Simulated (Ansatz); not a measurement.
# NaMnBi: the cost of one run

Computed with Ansatz 0.2.0 (DFT PBE, scalar-relativistic, plane waves, PAW, unless a step's input says otherwise).

## Step 1: The system as given

It takes space group P4/nmm (No. 129, tetragonal). Conventional cell: a = 4.525 Å, b = 4.525 Å, c = 7.785 Å, α = 90.00°, β = 90.00°, γ = 90.00°. Around Na (site symmetry 4mm) lie 5 Bi at 3.32 to 3.34 Å and 4 Mn at 3.53 Å. Mn (site symmetry -4m2) is surrounded by 4 Bi at 2.86 Å and 4 Mn at 3.20 Å. Around Bi (site symmetry 4mm) lie 4 Mn at 2.86 Å.

Coordinates:

```cif
data_structure
_symmetry_space_group_name_H-M 'P 1'
_symmetry_Int_Tables_number 1
_cell_length_a 4.5249
_cell_length_b 4.5249
_cell_length_c 7.7854
_cell_angle_alpha 90.000
_cell_angle_beta 90.000
_cell_angle_gamma 90.000
_cell_volume 159.40
loop_
_atom_site_label
_atom_site_type_symbol
_atom_site_fract_x
_atom_site_fract_y
_atom_site_fract_z
_atom_site_occupancy
Na1 Na 0.00000 0.50000 0.65152 1
Na2 Na 0.50000 0.00000 0.34848 1
Mn1 Mn 0.50000 0.50000 0.00000 1
Mn2 Mn 0.00000 0.00000 0.00000 1
Bi1 Bi 0.00000 0.50000 0.22545 1
Bi2 Bi 0.50000 0.00000 0.77455 1
```

## Step 2: Single point

File input.yaml:

```yaml
crystal:
  lattice:
    - [4.52487, 0.0, 0.0]
    - [0.0, 4.52487, 0.0]
    - [0.0, 0.0, 7.785425]
  atoms:
    - { symbol: Na, position: [0.0, 0.5, 0.651517] }
    - { symbol: Na, position: [0.5, 0.0, 0.348483] }
    - { symbol: Mn, position: [0.5, 0.5, 0.0], spin: 4.0 }
    - { symbol: Mn, position: [0.0, 0.0, 0.0], spin: 4.0 }
    - { symbol: Bi, position: [0.0, 0.5, 0.225452] }
    - { symbol: Bi, position: [0.5, 0.0, 0.774548] }
basis:
  ecutwfc: 420
kpoints:
  mp_grid: { grid: [4, 4, 4] }
hamiltonian:
  xc: pbe
scf:
  occupations: { method: gaussian, width: 0.1 }
output:
  forces: true
  stress: true
  eigenvalues: true
  populations: true
magnetization:
  spin_polarized: true
```

Started as:

```console
$ ansatz run input.yaml --threads 1 --pin off --max-ram 2560MiB --backend cpu --events-out ev --progress --plain --runs-dir out
```

What time and memory should one allow on 1 thread of Arm Neoverse V1, shared host?

About 34 s, with a peak of 0.57 GiB.
